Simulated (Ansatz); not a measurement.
# BBrF radical (SMILES F[B]Br): single points off equilibrium

How do the functionals fare away from a minimum? The structure is a structure displaced at random from a GFN2-xTB minimum.

Program: Ansatz 0.2.0, Gaussian basis. Level of theory: single points in def2-TZVPP. These are calculated values, not measurements.

Correlated methods freeze the cores. Filled d shells of the heavier atoms are correlated. Orbitals are unrestricted. B3LYP uses VWN-RPA correlation.

### Step 1. Where the work starts

3 atoms, charge 0, spin multiplicity 2.

Atoms are counted from 1 here; the program's logs count them from 0.

Bond lengths: F1–B2 1.247 Å, B2–Br3 1.861 Å. Angles: F1–B2–Br3 122.0°.

Geometry (Å):

```xyz
3
BBrF
F    -0.3414    1.1972   -0.0938
B     0.3579    0.2139    0.2213
Br   -0.1429   -1.5288   -0.1994
```

### Step 2. CCSD(T)/def2-TZVPP

run/in.yaml

```yaml
crystal:
  periodic: [false, false, false]
  atoms:
    - {symbol: F, position_ang: [-0.341400, 1.197200, -0.093800]}
    - {symbol: B, position_ang: [0.357900, 0.213900, 0.221300]}
    - {symbol: Br, position_ang: [-0.142900, -1.528800, -0.199400]}
basis:
  gaussian: {orbitals: def2-TZVPP}
magnetization: {spin_polarized: true, initial_magnetization: 1}
correlation: {method: ccsd_t}
scf: {omitted_lower_state_checks: [cluster_reference]}
output: {forces: true}
```

The command line of these runs was not kept.

### Step 3. PBE0-D4/def2-TZVPP

Edit run/in.yaml of step 2 so:

```diff
@@ -9,4 +9,3 @@
 magnetization: {spin_polarized: true, initial_magnetization: 1}
-correlation: {method: ccsd_t}
-scf: {omitted_lower_state_checks: [cluster_reference]}
-output: {forces: true}
+hamiltonian: {xc: pbe0, dispersion: d4}
+output: {forces: true, orbitals: {seedname: orbitals}}
```

### Step 4. wB97M-V/def2-TZVPP

Edit run/in.yaml of step 3 so:

```diff
@@ -9,3 +9,3 @@
 magnetization: {spin_polarized: true, initial_magnetization: 1}
-hamiltonian: {xc: pbe0, dispersion: d4}
-output: {forces: true, orbitals: {seedname: orbitals}}
+hamiltonian: {xc: {name: wB97M-V}}
+output: {forces: true}
```

### Step 5. r2SCAN-D4/def2-TZVPP

Edit run/in.yaml of step 4 so:

```diff
@@ -9,3 +9,3 @@
 magnetization: {spin_polarized: true, initial_magnetization: 1}
-hamiltonian: {xc: {name: wB97M-V}}
+hamiltonian: {xc: r2scan, dispersion: d4}
 output: {forces: true}
```

### Step 6. PBE-D4/def2-TZVPP

Edit run/in.yaml of step 5 so:

```diff
@@ -9,3 +9,3 @@
 magnetization: {spin_polarized: true, initial_magnetization: 1}
-hamiltonian: {xc: r2scan, dispersion: d4}
+hamiltonian: {xc: pbe, dispersion: d4}
 output: {forces: true}
```

### Step 7. wB97X-V/def2-TZVPP

Edit run/in.yaml of step 6 so:

```diff
@@ -9,3 +9,3 @@
 magnetization: {spin_polarized: true, initial_magnetization: 1}
-hamiltonian: {xc: pbe, dispersion: d4}
+hamiltonian: {xc: {name: wB97X-V}}
 output: {forces: true}
```

### Step 8. B3LYP-D4/def2-TZVPP

Edit run/in.yaml of step 7 so:

```diff
@@ -9,3 +9,3 @@
 magnetization: {spin_polarized: true, initial_magnetization: 1}
-hamiltonian: {xc: {name: wB97X-V}}
+hamiltonian: {xc: {name: B3LYP}, dispersion: d4}
 output: {forces: true}
```

(Steps that only read results are left out.)

**Question.** What will these runs give? Wanted: energy less free atoms, CCSD(T)/def2-TZVPP; RMS force component; RMS force error; HOMO and LUMO, PBE0-D4; T1 diagnostic.

The runs gave:

| quantity | value |
| --- | --- |
| energy less free atoms, CCSD(T)/def2-TZVPP | -9.724 eV |
| RMS force component | 1.321 to 1.608 eV/Å over the methods |
| RMS force error | PBE0-D4 0.158, wB97M-V 0.107, r2SCAN-D4 0.047, PBE-D4 0.130, wB97X-V 0.024, B3LYP-D4 0.117 eV/Å |
| HOMO and LUMO, PBE0-D4 | -6.51 and -2.01 eV |
| T1 diagnostic | 0.013 |

Against CCSD(T) the functionals' energies less atoms differ by -0.946 to -0.302 eV, PBE-D4 by -0.946 eV. The reference is not at the basis limit: in triple zeta CCSD(T) underbinds, which counts against methods that bind more; the gaps are no ranking. On forces the order runs from wB97X-V to PBE0-D4. Frozen-core CCSD(T) forces in triple zeta carry basis errors of their own, and this is one geometry, so small gaps rank nothing.
